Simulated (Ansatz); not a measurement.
# SrAg3 (AuCu3 type): a single-point run

Wanted: a converged single-point run for SrAg3 (AuCu3 type), and a check of what comes out. The structure is shown as the input types it.

Computed with Ansatz 0.2.0 (DFT PBE, scalar-relativistic, plane waves, PAW, unless a step's input says otherwise).

**1. Starting point**

Symmetry: Pm-3m, No. 221, cubic system. The conventional cell has a = 4.571 Å, b = 4.571 Å, c = 4.571 Å, α = 90.00°, β = 90.00°, γ = 90.00°. Around Sr (site symmetry m-3m) lie 12 Ag at 3.23 Å. Ag (site symmetry 4/mmm) has 4 Sr at 3.23 Å and 8 Ag at 3.23 Å in its first shell of neighbours.

Coordinates:

```xyz
4
Lattice="4.5709 0.0000 0.0000 0.0000 4.5709 0.0000 0.0000 0.0000 4.5709" Properties=species:S:1:pos:R:3 pbc="T T T"
Sr    0.0000    0.0000    0.0000
Ag    0.0000    2.2854    2.2854
Ag    2.2854    2.2854    0.0000
Ag    2.2854    0.0000    2.2854
```

**2. Input and run**

The input, input.yaml:

```yaml
crystal:
  lattice:
    - [4.5708679551, 0.0, 0.0]
    - [0.0, 4.5708679551, 0.0]
    - [0.0, 0.0, 4.5708679551]
  atoms:
    - { symbol: Sr, position: [0.0, 0.0, 0.0] }
    - { symbol: Ag, position: [0.0, 0.5, 0.5] }
    - { symbol: Ag, position: [0.5, 0.5, 0.0] }
    - { symbol: Ag, position: [0.5, 0.0, 0.5] }
basis:
  ecutwfc: 420
  ecutrho_ratio: 4
kpoints:
  mp_grid: { grid: [8, 8, 8] }
hamiltonian:
  xc: pbe
scf:
  occupations: { method: gaussian, width: 0.05 }
  convergence: { dr2_threshold: 0.0 }
  max_iter: 50
output:
  forces: true
  stress: true
```

On the command line:

```bash
$ ansatz run input.yaml --threads 2 --pin off --max-ram 2662MiB --backend cpu --events-out ev --progress --plain --runs-dir out
```

**Question.** How will this run end, and is anything wrong with its input?

The program refused the input before any cycle. The line that matters: «invalid value for `scf.convergence.dr2_threshold`: must be finite and > 0; got 0 eV»

Look at the input: scf.convergence.dr2_threshold is 0.0. The number typed is not permitted for that setting.

Fix: delete scf.convergence.dr2_threshold (the default then holds).
